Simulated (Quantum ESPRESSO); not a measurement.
A calculation with Quantum ESPRESSO 7.5 of Te4Os3 (ASE script, structure typed inline):

File run.py:

```python
import numpy as np
from ase.calculators.espresso import Espresso, EspressoProfile
from ase import Atoms

atoms = Atoms(['Te', 'Te', 'Te', 'Te', 'Os', 'Os', 'Os'],
              cell=[[6.357094, 0.0, 0.0], [-3.178547, 5.5054049, 0.0], [0.0, 0.0, 6.31062736]],
              scaled_positions=[[0.0, 0.0, 0.26033482], [0.0, 0.0, 0.73966518], [0.33333333, 0.66666667, 0.5], [0.66666667, 0.33333333, 0.5], [0.0, 0.5, 0.0], [0.5, 0.0, 0.0], [0.5, 0.5, 0.0]],
              pbc=True)

input_data = {
    'control': {'calculation': 'scf', 'prefix': 'pwscf', 'outdir': './tmp', 'tprnfor': True, 'tstress': True, 'disk_io': 'nowf'},
    'system': {'ecutwfc': 55.0, 'ecutrho': 440.0, 'nbnd': 48, 'occupations': 'smearing', 'smearing': 'fd', 'degauss': 0.00367493},
    'electrons': {'conv_thr': 1.4e-09, 'electron_maxstep': 120, 'mixing_beta': 0.5},
}
pseudopotentials = {'Os': 'Os_pbe_v1.2.uspp.F.UPF', 'Te': 'Te_pbe_v1.uspp.F.UPF'}
profile = EspressoProfile(command='pw.x', pseudo_dir='pseudo')
dft = Espresso(profile=profile, input_data=input_data, pseudopotentials=pseudopotentials, kpts=(5, 5, 4), koffset=(0, 0, 0))
atoms.calc = dft

print(f'energy {atoms.get_potential_energy():.8f} eV')
print('forces (eV/A)')
print(np.round(atoms.get_forces(), 6))
print('stress (eV/A^3, Voigt)')
print(np.round(atoms.get_stress(), 8))
print(f'Fermi level {dft.get_fermi_level():.4f} eV')
```

Potentials or basis: SSSP 1.3 efficiency PBE.

Run with:

```bash
$ OMP_NUM_THREADS=1 python run.py
```

The cell was built by a generator and needn't be a form met in nature.

Question: Write the same calculation in another form: native input, structure typed inline.

Answer: As run:

The input pw.in:

```
&CONTROL
  calculation = 'scf'
  prefix = 'pwscf'
  outdir = './tmp'
  pseudo_dir = './pseudo'
  tprnfor = .true.
  tstress = .true.
  disk_io = 'low'
/
&SYSTEM
  ibrav = 0
  nat = 7
  ntyp = 2
  ecutwfc = 55
  ecutrho = 440
  nbnd = 48
  occupations = 'smearing'
  smearing = 'fd'
  degauss = 0.00367493
/
&ELECTRONS
  conv_thr = 1.4d-09
  electron_maxstep = 120
  mixing_beta = 0.5
/
ATOMIC_SPECIES
Te   127.6000 Te_pbe_v1.uspp.F.UPF
Os   190.2300 Os_pbe_v1.2.uspp.F.UPF
CELL_PARAMETERS angstrom
   6.3570940000    0.0000000000    0.0000000000
  -3.1785470000    5.5054049000    0.0000000000
   0.0000000000    0.0000000000    6.3106273600
ATOMIC_POSITIONS crystal
Te     0.0000000000    0.0000000000    0.2603348200
Te     0.0000000000    0.0000000000    0.7396651800
Te     0.3333333300    0.6666666700    0.5000000000
Te     0.6666666700    0.3333333300    0.5000000000
Os     0.0000000000    0.5000000000    0.0000000000
Os     0.5000000000    0.0000000000    0.0000000000
Os     0.5000000000    0.5000000000    0.0000000000
K_POINTS automatic
5 5 4 0 0 0
```

Contents of pp_density.in:

```
&INPUTPP
  prefix = 'pwscf'
  outdir = './tmp'
  filplot = 'density.dat'
  plot_num = 0
/
&PLOT
  nfile = 1
  filepp(1) = 'density.dat'
  iflag = 3
  output_format = 6
  fileout = 'density.cube'
/
```

Contents of pp_potential.in:

```
&INPUTPP
  prefix = 'pwscf'
  outdir = './tmp'
  filplot = 'potential.dat'
  plot_num = 11
/
&PLOT
  nfile = 1
  filepp(1) = 'potential.dat'
  iflag = 3
  output_format = 6
  fileout = 'potential.cube'
/
```

Potentials or basis: SSSP 1.3 efficiency PBE.

Command:

```bash
$ OMP_NUM_THREADS=1 pw.x -in pw.in > pw.out
$ OMP_NUM_THREADS=1 pp.x -in pp_density.in > pp_density.out
$ OMP_NUM_THREADS=1 pp.x -in pp_potential.in > pp_potential.out
```

Both were run:

|  | ASE script, structure typed inline | native input, structure typed inline |
| --- | --- | --- |
| Pressure | -18.9 GPa | -18.9 GPa |
| Largest force | 1.244 eV/Å | 1.244 eV/Å |
| Band gap on the k mesh | none (metal or under the smearing width) | none (metal or under the smearing width) |

Keys that steer only the numerical path or the files written may differ.

Caveat: so large a pressure means that the cell lies far from this level's equilibrium, or that cutoff or potentials fall short; forces of over 1 eV/Å show positions far from the minimum, so gaps and moduli don't describe the material at rest.
